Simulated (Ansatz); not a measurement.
Task: vertical and adiabatic energies of changing the electron count of BGeH5O, SMILES B[O][GeH3], with Ansatz's Python interface. Give the script and its output. Level of theory (for the species named): r2SCAN, def2-SVP basis, multiplicity 1, D4 dispersion.

```yaml
atoms:
  - { symbol: B, position_ang: [-0.6835, 0.8170, -0.9544] }
  - { symbol: O, position_ang: [0.4959, 0.0739, -1.0046] }
  - { symbol: Ge, position_ang: [0.5903, -0.6712, 0.6046] }
  - { symbol: H, position_ang: [-1.6799, 0.3872, -1.3108] }
  - { symbol: H, position_ang: [-0.6987, 1.9897, -0.6563] }
  - { symbol: H, position_ang: [0.7006, 0.4449, 1.7061] }
  - { symbol: H, position_ang: [1.9355, -1.5337, 0.6887] }
  - { symbol: H, position_ang: [-0.5680, -1.5649, 0.8709] }
```

Script `adiabatic_bgeh5o.py`:
```python
"""Vertical and adiabatic ionisation of BGeH5O."""

import warnings

import ansatz as az
import numpy as np

warnings.simplefilter("ignore", az.DeckWarning)

mol = (
    az.Crystal.molecule()
    .atom("B", (-0.6835, 0.817, -0.9544))
    .atom("O", (0.4959, 0.0739, -1.0046))
    .atom("Ge", (0.5903, -0.6712, 0.6046))
    .atom("H", (-1.6799, 0.3872, -1.3108))
    .atom("H", (-0.6987, 1.9897, -0.6563))
    .atom("H", (0.7006, 0.4449, 1.7061))
    .atom("H", (1.9355, -1.5337, 0.6887))
    .atom("H", (-0.568, -1.5649, 0.8709))
)

job = (
    mol.calculation()
    .basis(gaussian="def2-SVP")
    .functional("r2SCAN", dispersion="d4")
)
symbols = [site.symbol for site in mol.cartesian_sites]
start = np.array([site.position_ang for site in mol.cartesian_sites], dtype=float)
report = job.relax(force_tolerance=0.01).run().report
end = np.array(report["positions_ang"])

minimum = az.Crystal.molecule()
for symbol, place in zip(symbols, end):
    minimum = minimum.atom(symbol, place.tolist())
ion = (
    minimum.calculation()
    .basis(gaussian="def2-SVP")
    .functional("r2SCAN", dispersion="d4")
    .charge(1)
    .spin("collinear", total=1)
)
vertical = ion.run().report
settled = ion.relax(force_tolerance=0.01, max_steps=80).run().report
print(f"vertical ionisation energy   {vertical['free_energy_ev'] - report['free_energy_ev']:.3f} eV")
print(f"adiabatic, no zero point     {settled['free_energy_ev'] - report['free_energy_ev']:.3f} eV")
print(f"relaxation energy of the ion {vertical['free_energy_ev'] - settled['free_energy_ev']:.3f} eV")
ionised = np.array(settled["positions_ang"])
print("final positions (A) and the move of each atom")
for symbol, xyz, old in zip(symbols, ionised, end):
    print(f"{symbol:2s} {xyz[0]:10.5f} {xyz[1]:10.5f} {xyz[2]:10.5f}   {np.linalg.norm(xyz - old):7.4f}")
```

`python adiabatic_bgeh5o.py` gives:
```text
vertical ionisation energy   10.295 eV
adiabatic, no zero point     9.450 eV
relaxation energy of the ion 0.845 eV
final positions (A) and the move of each atom
B    -0.78129    0.96293   -1.10167    0.1006
O    -0.16670    0.22873   -0.26734    0.7219
Ge    0.75089   -0.89399    0.99926    0.2838
H    -1.88748    0.72687   -1.63365    0.8101
H    -0.38989    2.06440   -1.54662    0.3478
H     0.89592    0.08063    2.15608    0.2441
H     1.98658   -1.25393    0.19273    0.2014
H    -0.31584   -1.97274    1.14541    0.6248
```

The energies are electronic: no zero-point or thermal terms, and the basis set is short of its limit. The product may relax into another structure. The relaxation finds the nearest minimum, so the adiabatic value is an upper bound. Timing: 2.3 min on 1 thread of Intel(R) Xeon(R) Processor @ 2.70GHz (shared host), peak memory 0.3 GiB.

(Lines on the test bed's own set-up are left out of the output.)
